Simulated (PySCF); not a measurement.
**C5H4F2O3: a tour of settings**

Aim: see how C5H4F2O3 (`O=C1OCC=C1OC(F)F`) answers to the choice of functional, basis, grid and SCF options.

Programs: PySCF 2.14.0, with density-fitted response routines of our own. Each step states its level of theory. These are calculated values for one molecule in the gas phase, unless marked as measured. Atoms are numbered from 0 throughout.

**1. The molecule as given**

14 atoms, charge 0, multiplicity 1; geometry from: GFN2-xTB.

Bonds of the start (Å): O0–C1 1.20, C1–O2 1.34, O2–C3 1.42, C3–C4 1.49, C4–C5 1.34, C5–O6 1.36, O6–C7 1.37, C7–F8 1.34, C7–F9 1.35, C5–C1 1.50, C3–H10 1.10, C3–H11 1.10, C4–H12 1.07, C7–H13 1.10.

**2. Nuclear shieldings: PBE0/pcSseg-1**

Job settings and geometry (Å):

```
{"job": {"kind": "nmr", "xc": "PBE0", "basis": "pcSseg-1"}, "charge": 0, "multiplicity": 1}
O      0.557536     1.890810     0.791857
C     -0.237619     1.050933     0.473845
O     -1.567280     1.232202     0.499960
C     -2.246485     0.055104     0.105365
C     -1.174275    -0.933741    -0.196694
C      0.009490    -0.349635     0.010964
O      1.224557    -0.944952    -0.137031
C      2.341598    -0.158215    -0.212620
F      3.392950    -0.979346    -0.112702
F      2.422792     0.424856    -1.430796
H     -2.903207    -0.263982     0.922672
H     -2.868841     0.281049    -0.767717
H     -1.369871    -1.936447    -0.520494
H      2.417977     0.630891     0.551224
```

Level: GIAO PBE0/pcSseg-1 NMR shielding, non-relativistic, gas phase.

On the command line:

```sh
OMP_NUM_THREADS=1 python probes_run.py task.json out
```

One launch serves the whole session: the jobs run in the order shown.

The log of the run:

```text
coarse grid: 13344 points
cycle   1  E = -617.2239001518  dE =  2.160e+00  |g| = 1.200e+00  |ddm| = 3.556e+00
cycle   2  E = -616.6831918616  dE =  5.407e-01  |g| = 2.111e+00  |ddm| = 2.126e+00
cycle   3  E = -617.4541925570  dE = -7.710e-01  |g| = 3.502e-01  |ddm| = 1.608e+00
cycle   4  E = -617.4753984200  dE = -2.121e-02  |g| = 1.106e-01  |ddm| = 2.928e-01
cycle   5  E = -617.4772925999  dE = -1.894e-03  |g| = 3.225e-02  |ddm| = 7.984e-02
cycle   6  E = -617.4774971100  dE = -2.045e-04  |g| = 9.166e-03  |ddm| = 2.980e-02
cycle   7  E = -617.4775116712  dE = -1.456e-05  |g| = 2.995e-03  |ddm| = 7.508e-03
cycle   8  E = -617.4775134380  dE = -1.767e-06  |g| = 8.232e-04  |ddm| = 2.513e-03
final grid: 134360 points
cycle   9  E = -617.5805141676  dE = -2.466e-05  |g| = 1.608e-02  |ddm| = 2.914e-02
cycle  10  E = -617.5804300207  dE =  8.415e-05  |g| = 2.676e-02  |ddm| = 2.559e-02
cycle  11  E = -617.5805580606  dE = -1.280e-04  |g| = 2.736e-03  |ddm| = 1.762e-02
cycle  12  E = -617.5805594624  dE = -1.402e-06  |g| = 4.546e-04  |ddm| = 1.999e-03
cycle  13  E = -617.5805594931  dE = -3.068e-08  |g| = 2.070e-04  |ddm| = 4.312e-04
cycle  14  E = -617.5805595010  dE = -7.924e-09  |g| = 5.292e-05  |ddm| = 1.502e-04
cycle  15  E = -617.5805595014  dE = -4.165e-10  |g| = 1.926e-05  |ddm| = 4.081e-05
converged SCF energy = -617.5805595014

GIAO shielding tensors (ppm)
atom      isotropic    diamagn.    paramagn.     s11        s22        s33       span
  0 O      -74.579     401.156    -475.735   -322.775   -198.664    297.701    620.476
  1 C       15.780     250.809    -235.029    -76.152     51.086     72.407    148.559
  2 O      122.246     399.414    -277.168    -84.173    218.242    232.669    316.841
  3 C      116.590     245.641    -129.051     98.026    101.962    149.782     51.756
  4 C       53.957     256.064    -202.108    -47.044     57.166    151.747    198.791
  5 C       36.280     257.244    -220.964    -60.501     69.800     99.541    160.042
  6 O      171.636     399.117    -227.480    121.545    156.959    236.405    114.860
  7 C       66.497     239.042    -172.545     49.284     67.055     83.152     33.868
  8 F      280.877     467.024    -186.147    191.642    303.553    347.436    155.794
  9 F      262.971     473.023    -210.052    176.515    264.560    347.838    171.323
 10 H       26.615      27.093      -0.479     22.951     24.854     32.039      9.088
 11 H       26.594      27.417      -0.823     23.161     24.785     31.835      8.674
 12 H       24.955      31.429      -6.475     23.078     24.002     27.784      4.706
 13 H       23.283      27.977      -4.694     18.263     23.750     27.837      9.574
```

Run time: 22 s. Hardware: 1 thread of Arm Neoverse V2, shared host; peak memory 0.92 GiB.

Shifts follow as δ = σ(reference) − σ, with reference shieldings (ppm) from runs at the same level and on the same kind of geometry: 1H TMS 31.72, 13C TMS 186.9, 19F CFCl3 170.9, 17O H2O 336.1. The references are single molecules in the gas phase, so shifts against H2O, NH3, PH3, H3PO4 or CFCl3 are not on the usual liquid scales and can be off by tens of ppm. Atoms listed in one row are averaged.

| atoms | environment | σ (ppm) | δ (ppm) | δ scaled to CDCl3 |
| --- | --- | --- | --- | --- |
| C1 | ester carbonyl carbon | 15.8 | 171.1 | 165.1 |
| C5 | alkene carbon bearing oxygen | 36.3 | 150.6 | 145.1 |
| C4 | β carbon of a C=C–C=O unit | 54.0 | 133.0 | 127.9 |
| C7 | sp3 CH bonded to 2 F and O | 66.5 | 120.4 | 115.6 |
| C3 | allylic sp3 CH2 bonded to O | 116.6 | 70.3 | 66.7 |
| H13 | hydrogen on an sp3 CH bonded to 2 F and O | 23.28 | 8.43 | 8.06 |
| H12 | hydrogen on a β carbon of a C=C–C=O unit | 24.95 | 6.76 | 6.48 |
| H10, H11 | hydrogen on an allylic sp3 CH2 bonded to O | 26.60 | 5.11 | 4.93 |
| O0 | ester carbonyl oxygen | -74.6 | 410.7 | – |
| O2 | ester alkoxy oxygen | 122.2 | 213.8 | – |
| O6 | ether oxygen | 171.6 | 164.4 | – |
| F8, F9 | fluorine of a CF2 group | 271.9 | -101.0 | – |

The scaled column applies a straight-line fit of computed shieldings to shifts measured in CDCl3, and one for carbons that bear F (root-mean-square error 0.16 ppm for H, 1.9 ppm for C).

Charges from the same density, by scheme (e):

| atoms | Mulliken | IAO | Hirshfeld | ESP fit |
| --- | --- | --- | --- | --- |
| O0 | -0.40 | -0.44 | -0.25 | -0.51 |
| C1 | 0.55 | 0.49 | 0.19 | 0.69 |
| O2 | -0.43 | -0.32 | -0.10 | -0.38 |
| C3 | 0.15 | -0.06 | 0.02 | 0.10 |
| C4 | -0.19 | -0.18 | -0.05 | -0.29 |
| C5 | 0.10 | 0.12 | 0.06 | 0.07 |
| O6 | -0.45 | -0.31 | -0.11 | -0.26 |
| C7 | 0.67 | 0.60 | 0.20 | 0.47 |
| F8, F9 | -0.28 | -0.29 | -0.11 | -0.21 |

Mayer bond orders: O0–C1 1.93, C1–O2 1.08, O2–C3 0.90, C3–C4 1.06, C4–C5 1.75, C5–O6 0.98, O6–C7 0.97, C7–F8 1.02, C7–F9 0.98, C5–C1 0.98.

Ring of atoms C1, O2, C3, C4, C5: NICS(0) -6.2, NICS(1) -4.4, NICS(1)zz -7.0 ppm (means of both faces).

**3. TDDFT and polarisability: PBE0/def2-SVPD**

Settings changed since step 2:

```diff
@@ -1,2 +1,2 @@
-{"job": {"kind": "nmr", "xc": "PBE0", "basis": "pcSseg-1"}, "charge": 0, "multiplicity": 1}
+{"job": {"kind": "uv", "xc": "PBE0", "basis": "def2-SVPD", "nstates": 6, "ntriplets": 2}, "charge": 0, "multiplicity": 1}
 O      0.557536     1.890810     0.791857
```

Level: TDDFT PBE0/def2-SVPD, vertical, gas phase, core orbitals frozen in the response.

The log of the run:

```text
coarse grid: 13344 points
cycle   1  E = -616.8739235119  dE =  2.080e+00  |g| = 1.138e+00  |ddm| = 5.948e+00
cycle   2  E = -616.3448245842  dE =  5.291e-01  |g| = 2.037e+00  |ddm| = 4.206e+00
cycle   3  E = -617.0943286891  dE = -7.495e-01  |g| = 3.287e-01  |ddm| = 3.029e+00
cycle   4  E = -617.1137873289  dE = -1.946e-02  |g| = 1.050e-01  |ddm| = 4.937e-01
cycle   5  E = -617.1156123311  dE = -1.825e-03  |g| = 3.191e-02  |ddm| = 1.506e-01
cycle   6  E = -617.1158198835  dE = -2.076e-04  |g| = 8.017e-03  |ddm| = 5.813e-02
cycle   7  E = -617.1158312194  dE = -1.134e-05  |g| = 2.780e-03  |ddm| = 1.407e-02
cycle   8  E = -617.1158328028  dE = -1.583e-06  |g| = 7.035e-04  |ddm| = 4.499e-03
final grid: 134360 points
cycle   9  E = -617.2178051052  dE = -2.495e-05  |g| = 1.483e-02  |ddm| = 1.358e-01
cycle  10  E = -617.2177298003  dE =  7.530e-05  |g| = 2.474e-02  |ddm| = 5.150e-02
cycle  11  E = -617.2178449602  dE = -1.152e-04  |g| = 2.478e-03  |ddm| = 3.326e-02
cycle  12  E = -617.2178461573  dE = -1.197e-06  |g| = 4.198e-04  |ddm| = 3.209e-03
cycle  13  E = -617.2178461863  dE = -2.901e-08  |g| = 1.838e-04  |ddm| = 8.377e-04
cycle  14  E = -617.2178461927  dE = -6.414e-09  |g| = 4.931e-05  |ddm| = 2.616e-04
cycle  15  E = -617.2178461931  dE = -3.895e-10  |g| = 1.859e-05  |ddm| = 8.245e-05
converged SCF energy = -617.2178461931

Static polarisability (au): isotropic 69.814, principal 49.173 65.888 94.380

Singlet excitations
state   eV       nm        f      main configurations
  1   5.0461    245.7   0.00378   H-1->L 0.84, H->L 0.13
  2   5.9104    209.8   0.25099   H->L 0.83, H-1->L 0.13
  3   6.7881    182.6   0.04324   H-2->L 0.97
  4   7.3905    167.8   0.00108   H->L+1 0.96
  5   7.5431    164.4   0.00272   H-3->L 0.61, H-4->L 0.29
  6   7.8747    157.4   0.00349   H->L+2 0.90

Triplet excitations (Tamm-Dancoff, eV): 3.7231 4.6402
```

It took 42 s on 1 thread of Arm Neoverse V2, shared host; peak memory 0.99 GiB.

Frontier orbitals and where they lie:

| orbital | eV | atoms |
| --- | --- | --- |
| HOMO−3 | -10.88 | O6 20 %, F9 15 %, C7 12 % |
| HOMO−2 | -9.52 | O2 45 %, O0 26 %, C3 7 % |
| HOMO−1 | -8.66 | O0 57 %, C1 9 %, C5 9 % |
| HOMO | -8.14 | C4 26 %, C5 21 %, O6 20 % |
| LUMO | -1.75 | C4 27 %, C5 18 %, C1 17 % |
| LUMO+1 | 0.42 | C3 25 %, C4 17 %, H10 13 % |
| LUMO+2 | 0.93 | C1 13 %, C7 12 %, C5 9 % |

With each of the 6 states as a Gaussian band of 0.4 eV half-width at 1/e, the curve within the window shown has maxima at 210 nm (ε 10,000) L/(mol cm). Beyond the last state computed it falls off for lack of states. The curve at chosen wavelengths:

nm, ε (L/mol/cm) and a bar:
```
      152         91 
      157        195 #
      162        249 #
      167        313 #
      172        643 ##
      177       1303 ####
      182       1801 #####
      188       1918 ######
      193       2622 ########
      198       4814 ##############
      203       7877 ########################
      208       9965 ##############################
      213       9768 #############################
      218       7637 #######################
      223       4914 ###############
      228       2694 ########
      233       1320 ####
      238        630 ##
      243        333 #
      249        198 #
      254        146 
      259        107 
      264         74 
      269         48 
      274         29 
      279         17
```

Ground-state properties from the same run:

| property | computed |
| --- | --- |
| dipole moment (D) | 4.70 |
| polarisability (Å³) | 10.35 |
| HOMO–LUMO gap (eV) | 6.39 |
| −ε(HOMO) (eV) | 8.14 |

**4. Nuclear shieldings: PBE/pcSseg-1**

Settings changed since step 3:

```diff
@@ -1,2 +1,2 @@
-{"job": {"kind": "uv", "xc": "PBE0", "basis": "def2-SVPD", "nstates": 6, "ntriplets": 2}, "charge": 0, "multiplicity": 1}
+{"job": {"kind": "nmr", "xc": "PBE", "basis": "pcSseg-1", "pop": false}, "charge": 0, "multiplicity": 1}
 O      0.557536     1.890810     0.791857
```

Method: GIAO PBE/pcSseg-1 NMR shielding, non-relativistic, gas phase.

The log of the run:

```text
coarse grid: 13344 points
cycle   1  E = -617.1751159377  dE =  1.920e+00  |g| = 1.269e+00  |ddm| = 3.617e+00
cycle   2  E = -615.8543835837  dE =  1.321e+00  |g| = 2.889e+00  |ddm| = 3.138e+00
cycle   3  E = -617.3536812998  dE = -1.499e+00  |g| = 6.785e-01  |ddm| = 2.690e+00
cycle   4  E = -617.4416671146  dE = -8.799e-02  |g| = 2.036e-01  |ddm| = 6.060e-01
cycle   5  E = -617.4468322073  dE = -5.165e-03  |g| = 1.103e-01  |ddm| = 2.114e-01
cycle   6  E = -617.4493686463  dE = -2.536e-03  |g| = 3.256e-02  |ddm| = 1.128e-01
cycle   7  E = -617.4495620757  dE = -1.934e-04  |g| = 1.488e-02  |ddm| = 3.311e-02
cycle   8  E = -617.4496084412  dE = -4.637e-05  |g| = 4.439e-03  |ddm| = 1.312e-02
cycle   9  E = -617.4496127263  dE = -4.285e-06  |g| = 9.919e-04  |ddm| = 4.418e-03
final grid: 134360 points
cycle  10  E = -617.5881683940  dE =  4.430e-06  |g| = 2.584e-02  |ddm| = 3.976e-02
cycle  11  E = -617.5876362427  dE =  5.322e-04  |g| = 5.914e-02  |ddm| = 5.259e-02
cycle  12  E = -617.5882647171  dE = -6.285e-04  |g| = 1.006e-02  |ddm| = 4.299e-02
cycle  13  E = -617.5882860258  dE = -2.131e-05  |g| = 1.415e-03  |ddm| = 7.804e-03
cycle  14  E = -617.5882863717  dE = -3.459e-07  |g| = 6.038e-04  |ddm| = 1.395e-03
cycle  15  E = -617.5882864342  dE = -6.247e-08  |g| = 1.829e-04  |ddm| = 4.610e-04
cycle  16  E = -617.5882864401  dE = -5.866e-09  |g| = 6.714e-05  |ddm| = 1.672e-04
cycle  17  E = -617.5882864412  dE = -1.100e-09  |g| = 2.088e-05  |ddm| = 7.614e-05
cycle  18  E = -617.5882864412  dE = -8.185e-11  |g| = 4.893e-06  |ddm| = 1.683e-05
converged SCF energy = -617.5882864412

GIAO shielding tensors (ppm)
atom      isotropic    diamagn.    paramagn.     s11        s22        s33       span
  0 O      -69.759     401.877    -471.636   -304.606   -188.675    284.004    588.610
  1 C       15.094     251.983    -236.890    -70.247     43.593     71.935    142.182
  2 O      106.978     399.718    -292.740   -101.192    195.777    226.350    327.542
  3 C      109.820     247.325    -137.505     90.304     96.167    142.988     52.684
  4 C       53.380     255.399    -202.020    -40.193     53.966    146.366    186.559
  5 C       33.059     257.872    -224.813    -56.105     62.038     93.245    149.349
  6 O      152.531     399.559    -247.028    102.685    131.608    223.300    120.615
  7 C       57.782     240.295    -182.513     36.694     59.003     77.648     40.954
  8 F      264.604     466.922    -202.318    178.135    286.675    329.002    150.867
  9 F      243.454     473.284    -229.830    158.073    244.017    328.271    170.198
 10 H       26.428      27.200      -0.772     22.942     24.830     31.512      8.570
 11 H       26.418      27.573      -1.155     23.184     24.774     31.296      8.112
 12 H       25.063      31.764      -6.701     23.179     24.360     27.649      4.470
 13 H       22.847      28.479      -5.633     17.846     23.320     27.373      9.527
```

Wall time 33 s (1 thread of Arm Neoverse V2, shared host); peak memory 0.7 GiB.

Key values: δ C1 167.5, C5 149.6, C4 129.2, C7 124.8, H13 8.79, H12 6.58 ppm.

**5. TDDFT and polarisability: PBE0/STO-3G**

Settings changed since step 4:

```diff
@@ -1,2 +1,2 @@
-{"job": {"kind": "nmr", "xc": "PBE", "basis": "pcSseg-1", "pop": false}, "charge": 0, "multiplicity": 1}
+{"job": {"kind": "uv", "xc": "PBE0", "basis": "STO-3G", "nstates": 3, "ntriplets": 2, "tda": true, "scf": {"aux": "def2-universal-jkfit"}, "grid": 1}, "charge": 0, "multiplicity": 1}
 O      0.557536     1.890810     0.791857
```

Level: TDA PBE0/STO-3G, vertical, gas phase, core orbitals frozen in the response.

The log of the run:

```text
final grid: 61928 points
cycle   1  E = -608.9547308761  dE =  2.614e+00  |g| = 1.048e+00  |ddm| = 5.414e+00
cycle   2  E = -608.3163880727  dE =  6.383e-01  |g| = 1.949e+00  |ddm| = 3.450e+00
cycle   3  E = -609.2521904784  dE = -9.358e-01  |g| = 4.524e-01  |ddm| = 2.483e+00
cycle   4  E = -609.3091774978  dE = -5.699e-02  |g| = 1.294e-01  |ddm| = 7.219e-01
cycle   5  E = -609.3138822067  dE = -4.705e-03  |g| = 3.989e-02  |ddm| = 1.875e-01
cycle   6  E = -609.3143200723  dE = -4.379e-04  |g| = 1.041e-02  |ddm| = 5.582e-02
cycle   7  E = -609.3143534227  dE = -3.335e-05  |g| = 2.708e-03  |ddm| = 1.646e-02
cycle   8  E = -609.3143555631  dE = -2.140e-06  |g| = 5.486e-04  |ddm| = 3.916e-03
cycle   9  E = -609.3143556572  dE = -9.403e-08  |g| = 1.166e-04  |ddm| = 8.719e-04
cycle  10  E = -609.3143556616  dE = -4.412e-09  |g| = 3.354e-05  |ddm| = 1.882e-04
cycle  11  E = -609.3143556619  dE = -3.115e-10  |g| = 1.169e-05  |ddm| = 5.183e-05
converged SCF energy = -609.3143556619

Static polarisability (au): isotropic 35.875, principal 16.592 30.839 60.193

Singlet excitations
state   eV       nm        f      main configurations
  1   4.4968    275.7   0.00085   H->L 0.82, H-1->L 0.14
  2   6.7542    183.6   0.16492   H-1->L 0.55, H-2->L 0.16, H->L 0.10
  3   6.8943    179.8   0.00230   H-3->L 0.76

Triplet excitations (Tamm-Dancoff, eV): 3.7070 3.9573
```

Wall time 3.2 s (1 thread of Arm Neoverse V2, shared host); peak memory 0.41 GiB.

In short: HOMO -4.59 eV, LUMO 1.77 eV; lowest singlet 4.50 eV.

**6. Shielding tensors: PBE0/pcSseg-0**

Settings changed since step 5:

```diff
@@ -1,2 +1,2 @@
-{"job": {"kind": "uv", "xc": "PBE0", "basis": "STO-3G", "nstates": 3, "ntriplets": 2, "tda": true, "scf": {"aux": "def2-universal-jkfit"}, "grid": 1}, "charge": 0, "multiplicity": 1}
+{"job": {"kind": "nmr", "xc": "PBE0", "basis": "pcSseg-0", "pop": true, "grid": 4, "scf": {"damp": 0.2}}, "charge": 0, "multiplicity": 1}
 O      0.557536     1.890810     0.791857
```

With the program's defaults for keys left out, this is: GIAO PBE0/pcSseg-0 NMR shielding, non-relativistic, gas phase.

The log of the run:

```text
damping 0.20 in the first 6 cycles
final grid: 348328 points
cycle   1  E = -615.8961328381  dE =  2.219e+00  |g| = 1.152e+00  |ddm| = 4.225e+00
cycle   2  E = -615.7756896136  dE =  1.204e-01  |g| = 1.458e+00  |ddm| = 2.739e+00
cycle   3  E = -615.6775105197  dE =  9.818e-02  |g| = 1.638e+00  |ddm| = 3.001e+00
cycle   4  E = -615.0130801279  dE =  6.644e-01  |g| = 2.355e+00  |ddm| = 4.495e+00
cycle   5  E = -614.8599016731  dE =  1.532e-01  |g| = 2.649e+00  |ddm| = 5.180e+00
cycle   6  E = -605.3085463452  dE =  9.551e+00  |g| = 4.517e+00  |ddm| = 8.210e+00
cycle   7  E = -543.7944040417  dE =  6.151e+01  |g| = 9.436e+00  |ddm| = 3.275e+01
cycle   8  E = -613.5053992973  dE = -6.971e+01  |g| = 3.585e+00  |ddm| = 3.209e+01
cycle   9  E = -615.8237094211  dE = -2.318e+00  |g| = 1.066e+00  |ddm| = 3.651e+00
cycle  10  E = -615.9953571043  dE = -1.716e-01  |g| = 8.500e-01  |ddm| = 1.970e+00
cycle  11  E = -616.1440244041  dE = -1.487e-01  |g| = 3.484e-01  |ddm| = 9.726e-01
cycle  12  E = -616.1675682630  dE = -2.354e-02  |g| = 1.117e-01  |ddm| = 3.939e-01
cycle  13  E = -616.1697474454  dE = -2.179e-03  |g| = 4.695e-02  |ddm| = 1.381e-01
cycle  14  E = -616.1701202458  dE = -3.728e-04  |g| = 1.385e-02  |ddm| = 5.368e-02
cycle  15  E = -616.1701602461  dE = -4.000e-05  |g| = 2.499e-03  |ddm| = 1.387e-02
cycle  16  E = -616.1701610990  dE = -8.530e-07  |g| = 1.170e-03  |ddm| = 2.847e-03
cycle  17  E = -616.1701613464  dE = -2.473e-07  |g| = 4.570e-04  |ddm| = 1.425e-03
cycle  18  E = -616.1701613880  dE = -4.158e-08  |g| = 6.133e-05  |ddm| = 6.303e-04
cycle  19  E = -616.1701613885  dE = -5.882e-10  |g| = 3.680e-05  |ddm| = 1.042e-04
cycle  20  E = -616.1701613888  dE = -2.335e-10  |g| = 7.135e-06  |ddm| = 3.400e-05
converged SCF energy = -616.1701613888

GIAO shielding tensors (ppm)
atom      isotropic    diamagn.    paramagn.     s11        s22        s33       span
  0 O     -113.967     399.928    -513.895   -413.677   -253.859    325.634    739.311
  1 C       12.908     245.247    -232.339    -89.490     56.426     71.789    161.278
  2 O      120.964     409.968    -289.004   -125.383    232.445    255.831    381.214
  3 C      122.369     244.426    -122.057    102.827    104.104    160.175     57.348
  4 C       54.177     256.591    -202.414    -49.844     53.967    158.408    208.252
  5 C       39.809     254.241    -214.432    -58.737     71.348    106.818    165.554
  6 O      185.106     408.550    -223.444    129.449    156.419    269.451    140.003
  7 C       63.637     239.840    -176.202     40.561     65.499     84.853     44.292
  8 F      289.508     467.324    -177.815    203.724    328.839    335.962    132.237
  9 F      271.532     472.976    -201.444    181.469    290.118    343.010    161.541
 10 H       27.809      27.139       0.671     23.627     26.201     33.600      9.974
 11 H       27.799      27.083       0.716     23.876     26.134     33.386      9.510
 12 H       26.515      29.425      -2.910     24.836     25.399     29.308      4.472
 13 H       24.410      26.157      -1.747     18.917     24.632     29.679     10.762
```

It took 29 s on 1 thread of Arm Neoverse V2, shared host; peak memory 0.61 GiB.

This run: δ C1 182.9, C5 156.0, C4 141.6, C7 132.2, H13 8.88, H12 6.78 ppm.

**7. Comparing the runs: NMR shifts**

Shifts (ppm) of some atoms, chosen among heavy atoms and hydrogens apart, means over like atoms, with basis size and wall time:

| run | C1 | H13 | H10 | O0 | O2 | O6 | F8 | functions | time |
| --- | --- | --- | --- | --- | --- | --- | --- | --- | --- |
| PBE0/pcSseg-1 | 171.1 | 8.43 | 5.11 | 410.7 | 213.8 | 164.4 | -101.0 | 190 | 22 s |
| PBE/pcSseg-1 | 167.5 | 8.79 | 5.22 | 406.1 | 229.3 | 183.8 | -116.3 | 190 | 33 s |
| PBE0/pcSseg-0 | 182.9 | 8.88 | 5.49 | 454.6 | 219.6 | 155.5 | -108.8 | 98 | 29 s |

**8. Run by run: electronic excitations**

Excitations and ground-state properties, with basis size and wall time:

| run | lowest singlet (eV) | brightest (eV) | f | gap (eV) | α (Å³) | μ (D) | functions | time |
| --- | --- | --- | --- | --- | --- | --- | --- | --- |
| PBE0/def2-SVPD | 5.05 | 5.91 | 0.251 | 6.39 | 10.35 | 4.70 | 247 | 42 s |
| PBE0/STO-3G | 4.50 | 6.75 | 0.165 | 6.37 | 5.32 | 2.26 | 54 | 3.2 s |

**9. What came out**

| quantity | value |
| --- | --- |
| 13C shifts against TMS (PBE0/pcSseg-1) | 171.1, 150.6, 133.0, 120.4, 70.3 ppm |
| 1H shifts against TMS (PBE0/pcSseg-1, means over atoms taken as alike) | 8.43, 6.76, 5.11 ppm |
| 17O shifts against H2O (PBE0/pcSseg-1) | 410.7, 213.8, 164.4 ppm |
| 19F shifts against CFCl3 (PBE0/pcSseg-1, means over atoms taken as alike) | -101.0 ppm |
| lowest singlet (PBE0/def2-SVPD) | 5.05 eV (246 nm), f = 0.004 |
| brightest single state of those computed | state 2, 5.91 eV, f = 0.251 |
| lowest triplet | 3.72 eV |
| range of the shift of O0 | 406.1 to 454.6 ppm |
| range of the lowest singlet | 4.50 to 5.05 eV |
| property runs in this session | 5, of which 0 failed and 1 gave unsound results |

**Reading.** Single values in the summary come from the first run of each kind that ended normally (PBE0/pcSseg-1; PBE0/def2-SVPD), which need not be the best level. H13 (hydrogen on an sp3 CH bonded to 2 F and O) lies farthest downfield among hydrogen, at 8.43 ppm; its carbon carries F and O, hence the downfield position. At PBE0/pcSseg-1: Shielding is most anisotropic at O0 (span 620 ppm, paramagnetic term -476 ppm). The first singlet state (HOMO−1→LUMO 0.84, HOMO→LUMO 0.13) lies at 5.05 eV and is weak; of the 6 states computed, the strongest absorption comes from state 2 at 5.91 eV. The lowest triplet lies 1.32 eV below the lowest singlet (triplets in Tamm-Dancoff, singlets in full TDDFT). In ppm, O0 moves most: its shift spreads over 48.5 ppm, from 406.1 (PBE/pcSseg-1) to 454.6 (PBE0/pcSseg-0). The lowest singlet runs from 4.50 eV (PBE0/STO-3G) to 5.05 eV (PBE0/def2-SVPD), while the orbital gap spans 6.37 to 6.39 eV. A minimal basis can't describe excited states, so its value is no measure of the functional. The lowest state need not be the same one in every run. The runs solved for a few states only, so the brightest column depends on that window.
